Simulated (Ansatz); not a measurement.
# C4H9BF2: how energies converge with the basis set

The task here is to estimate one member of a computed series from the others.

Program: Ansatz 0.2.0, Gaussian basis. Level of theory: one geometry, several basis sets. These are calculated values, not measurements.

Plan: PBE0-D4/def2-SVP; ωB97M-V/def2-SVP; PBE0-D4/def2-QZVPP; ωB97M-V/def2-QZVPP; the functionals' def2-TZVPP values are taken from earlier runs.

## The relaxed structure

An earlier PBE0-D4 in a triple-zeta def2 set relaxation fixed the geometry.

SMILES `CC(C)CB(F)F`, 16 atoms, charge 0, spin multiplicity 1.

Atoms are counted from 1 here; the program's logs count them from 0.

Bond lengths: C1–C2 1.522 Å, C1–H8 1.093 Å, C1–H9 1.095 Å, C1–H10 1.093 Å, C2–C3 1.521 Å, C2–C4 1.528 Å, C2–H11 1.097 Å, C3–H12 1.095 Å, C3–H13 1.093 Å, C3–H14 1.093 Å, C4–B5 1.559 Å, C4–H15 1.097 Å, C4–H16 1.101 Å, B5–F6 1.324 Å, B5–F7 1.324 Å. Angles: C2–C1–H8 111.2°, C2–C1–H9 110.6°, C2–C1–H10 111.8°, H8–C1–H9 107.6°, H8–C1–H10 107.6°, H9–C1–H10 108.0°, C1–C2–C3 110.8°, C1–C2–C4 110.9°, C1–C2–H11 107.9°, C3–C2–C4 111.0°, C3–C2–H11 108.1°, C4–C2–H11 108.0°, C2–C3–H12 110.7°, C2–C3–H13 111.3°, C2–C3–H14 111.4°, H12–C3–H13 107.7°, H12–C3–H14 107.7°, H13–C3–H14 107.9° and more.

Coordinates:

```xyz
16
C4H9BF2
C     1.2040    0.5633    0.7390
C     0.3677   -0.3276   -0.1692
C     0.3904   -1.7687    0.3179
C    -1.0660    0.1921   -0.2736
B    -1.2539    1.5765   -0.9643
F    -2.3646    2.2813   -0.8166
F    -0.3412    2.1067   -1.7637
H     2.2336    0.2036    0.8047
H     0.7916    0.5748    1.7532
H     1.2371    1.5939    0.3765
H     0.8115   -0.2990   -1.1715
H    -0.0510   -1.8463    1.3167
H     1.4125   -2.1514    0.3763
H    -0.1769   -2.4244   -0.3477
H    -1.5379    0.2189    0.7165
H    -1.6799   -0.5165   -0.8500
```

Set-up of the first run:

Contents of in.yaml:

```yaml
crystal:
  periodic: [false, false, false]
  atoms:
    - {symbol: C, position_ang: [1.204027, 0.563313, 0.738986]}
    - {symbol: C, position_ang: [0.367676, -0.327598, -0.169177]}
    - {symbol: C, position_ang: [0.390435, -1.768697, 0.317928]}
    - {symbol: C, position_ang: [-1.065956, 0.192104, -0.273582]}
    - {symbol: B, position_ang: [-1.253859, 1.576534, -0.964257]}
    - {symbol: F, position_ang: [-2.364626, 2.281256, -0.816619]}
    - {symbol: F, position_ang: [-0.341175, 2.106673, -1.763721]}
    - {symbol: H, position_ang: [2.233627, 0.203579, 0.804685]}
    - {symbol: H, position_ang: [0.791613, 0.574825, 1.753216]}
    - {symbol: H, position_ang: [1.237131, 1.593924, 0.376536]}
    - {symbol: H, position_ang: [0.811535, -0.298951, -1.171536]}
    - {symbol: H, position_ang: [-0.051033, -1.846251, 1.316743]}
    - {symbol: H, position_ang: [1.412495, -2.151406, 0.376262]}
    - {symbol: H, position_ang: [-0.176861, -2.424405, -0.347720]}
    - {symbol: H, position_ang: [-1.537888, 0.218902, 0.716505]}
    - {symbol: H, position_ang: [-1.679940, -0.516504, -0.850047]}
basis:
  gaussian: {orbitals: def2-SVP}
hamiltonian: {xc: pbe0, dispersion: d4}
output: {orbitals: {seedname: orbitals}}
```

Run with:

```bash
$ ansatz run in.yaml --threads 8 --pin off --events-out ev --progress --plain --max-ram 18278MiB
```

Steps of the session up to this table: PBE0-D4 in def2-SVP; ωB97M-V in def2-SVP; PBE0-D4 in def2-QZVPP; ωB97M-V in def2-QZVPP.

One of the session's tables, all rows but one given; the rest of the session is left out.

```
functional       basis  HOMO (eV)  LUMO (eV)
   PBE0-D4    def2-SVP      -9.12       0.55
   PBE0-D4  def2-TZVPP      -9.17       0.38
   PBE0-D4  def2-QZVPP      -9.18       0.31
   ωB97M-V    def2-SVP          ?          ?
   ωB97M-V  def2-TZVPP     -11.48       2.03
   ωB97M-V  def2-QZVPP     -11.49       1.58
```

Q: Estimate the row for ωB97M-V, def2-SVP from the others.

**Answer.** HOMO (eV): -11.43; LUMO (eV): 2.69. In the column «HOMO (eV)» it lies between ωB97M-V, def2-TZVPP (-11.48) and PBE0-D4, def2-QZVPP (-9.18).
